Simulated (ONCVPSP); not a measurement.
# Ge: the cost of one run

Method: ONCVPSP 4.0.1.1 (patched build), LDA (Perdew-Wang 92), scalar-relativistic.

### Step 1. The design

Typed settings, in words:

```json
{
  "element": "germanium (Ge, Z = 32)",
  "type": "optimised norm-conserving Vanderbilt (ONCV)",
  "frozen core": "[Ar] 3d10",
  "valence charge": "4",
  "reference configuration": "4s1 4p3",
  "partial waves": "4s: rc 1.35 bohr, ncon 3, nbas 7, qcut 3.8 1/bohr, 2 projectors, debl 3.4 Ha; 4p: rc 1.35 bohr, ncon 3, nbas 7, qcut 5.2 1/bohr, local",
  "local potential": "the p channel",
  "core correction": "not asked for"
}
```

The outer shells as boxes (Hund's rule for the drawing; the calculation is spin-unpolarised):

```
[Ar] core
3d [↑↓][↑↓][↑↓][↑↓][↑↓]
4s [↑ ]
4p [↑ ][↑ ][↑ ]
```

The nodes and maxima of the atom's own shells, from an earlier all-electron run, set the scale for the radii.

All-electron outer shells of the reference configuration (LDA (PZ), scalar-relativistic, ld1.x):

```json
{"shell": "3p", "level (eV)": "-117.15", "outermost node (bohr)": "0.23", "outermost maximum (bohr)": "0.54"}
{"shell": "3d", "level (eV)": "-31.27", "outermost node (bohr)": "–", "outermost maximum (bohr)": "0.50"}
{"shell": "4s", "level (eV)": "-12.91", "outermost node (bohr)": "0.77", "outermost maximum (bohr)": "1.71"}
{"shell": "4p", "level (eV)": "-4.73", "outermost node (bohr)": "0.82", "outermost maximum (bohr)": "2.14"}
```

### Step 2. Generating the potential

Input file Ge.dat:

```
# ATOM AND REFERENCE CONFIGURATION
# atsym  z   nc   nv     iexc    psfile
  Ge 32.00    6    2  -001012      upf
#
#   n    l    f
    1    0    2.00
    2    0    2.00
    2    1    6.00
    3    0    2.00
    3    1    6.00
    3    2   10.00
    4    0    1.00
    4    1    3.00
#
# PSEUDOPOTENTIAL AND OPTIMIZATION
# lmax
    1
#
#   l,   rc,      ep,       ncon, nbas, qcut
    0    1.35    0.00    3    7    3.80
    1    1.35    0.00    3    7    5.20
#
# LOCAL POTENTIAL
# lloc, lpopt,  rc(5),   dvloc0
    1    5    1.35    0.00
#
# VANDERBILT-KLEINMAN-BYLANDER PROJECTORs
# l, nproj, debl
    0    2    3.40
    1    0    3.00
#
# MODEL CORE CHARGE
# icmod, fcfact, rcfact
    0    0.00    0.00
#
# LOG DERIVATIVE ANALYSIS
# epsh1, epsh2, depsh
   -2.00    5.00    0.02
#
# OUTPUT GRID
# rlmax, drl
    6.00    0.01
#
# TEST CONFIGURATIONS
# ncnf
    4
# nvcnf
#   n    l    f
    2
    4    0    2.00
    4    1    2.00
#
    2
    4    0    2.00
    4    1    1.00
#
    2
    4    0    2.00
    4    1    0.00
#
    2
    4    0    1.00
    4    1    0.00
#
```

Launch:

```console
$ oncvpsp.x < Ge.dat > Ge.out
```

**Question.** How long does this run take on 1 thread of Neoverse-V1, shared host?

About 2.4 s.
